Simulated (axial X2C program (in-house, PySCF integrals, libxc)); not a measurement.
# A two-component session on RuSi⁺: properties at the nuclei

Aim: properties at the nuclei of RuSi⁺, with spin–orbit coupling in the Hamiltonian from the start.

Computed with an in-house X2C program for linear molecules on PySCF integrals. Level: two-component X2C with atomic mean-field terms, Ru dyall-cv3z, Si dyall-v3z.

All values are calculated.

### 1 The job

Contents of task.json:

```json
{"zs": [44, 14], "q": 1, "bas": ["dyall-cv3z", "dyall-v3z"], "r0": 2.41, "levels": ["PBE0", "HF", "PBE", "LDA", "B3LYP"], "nst": 3}
```

Keys: zs atomic numbers; q charge; bas basis sets; r0 starting distance in Å; levels methods (HF also brings MP2); nst determinants followed.

On the command line:

```
> python soeom.py task.json out
```

After this run come: Expectation values, lowest determinant; Expectation values, a higher determinant; Expectation values, a higher determinant.

Q: Predict the outcome of this session. Wanted: lowest determinant; Eeff magnitude; Ws magnitude Ru; A∥/gI Ru; qzz Ru; higher determinant (for each run or level that gives them).

**Answer**, as computed:

```
                                        quantity                                                       value
                              lowest determinant                     Ω = 5/2 (excess of +ω over −ω: ω = 5/2)
                    Eeff magnitude (GV/cm), PBE0                                                        1.11
                     Ws magnitude Ru (kHz), PBE0                                                       0.272
                            A∥/gI Ru (MHz), PBE0                                                        11.3
                             qzz Ru (a.u.), PBE0                                                        0.62
                              higher determinant  Ω = 3/2 (excess of +ω over −ω: ω = 1/2, ω = -3/2, ω = 5/2)
Eeff magnitude (GV/cm), PBE0, higher determinant                                                           3
 Ws magnitude Ru (kHz), PBE0, higher determinant                                                       0.939
        A∥/gI Ru (MHz), PBE0, higher determinant                                                        1390
         qzz Ru (a.u.), PBE0, higher determinant                                                       -3.96
                              higher determinant                     Ω = 3/2 (excess of +ω over −ω: ω = 3/2)
Eeff magnitude (GV/cm), PBE0, higher determinant                                                        1.15
 Ws magnitude Ru (kHz), PBE0, higher determinant                                                       0.453
        A∥/gI Ru (MHz), PBE0, higher determinant                                                        1280
         qzz Ru (a.u.), PBE0, higher determinant                                                        0.51
```

**Reading.** In the first state, the effective field runs from 0.366 to 1.84 GV/cm over the mean-field levels, so the levels don't agree on it. The expectation values come from single determinants, which for open shells can mix terms of unlike spin or miss the lowest Ω, so a determinant need not be a state. Eeff is the effective electric field on the electron dipole moment in this Ω state and Ws the scalar–pseudoscalar constant (defined with the proton number Z and per Ω); A∥ is the parallel hyperfine constant, which follows by multiplying with the nuclear g factor gI = μI/(I μN); qzz is the electric field gradient, eQq0 = 234.96 MHz × Q/barn × qzz. The operators were transformed with the bare-nucleus X2C matrices. A second determinant lies within 0.1 eV of the first, so their order is not settled at this level.
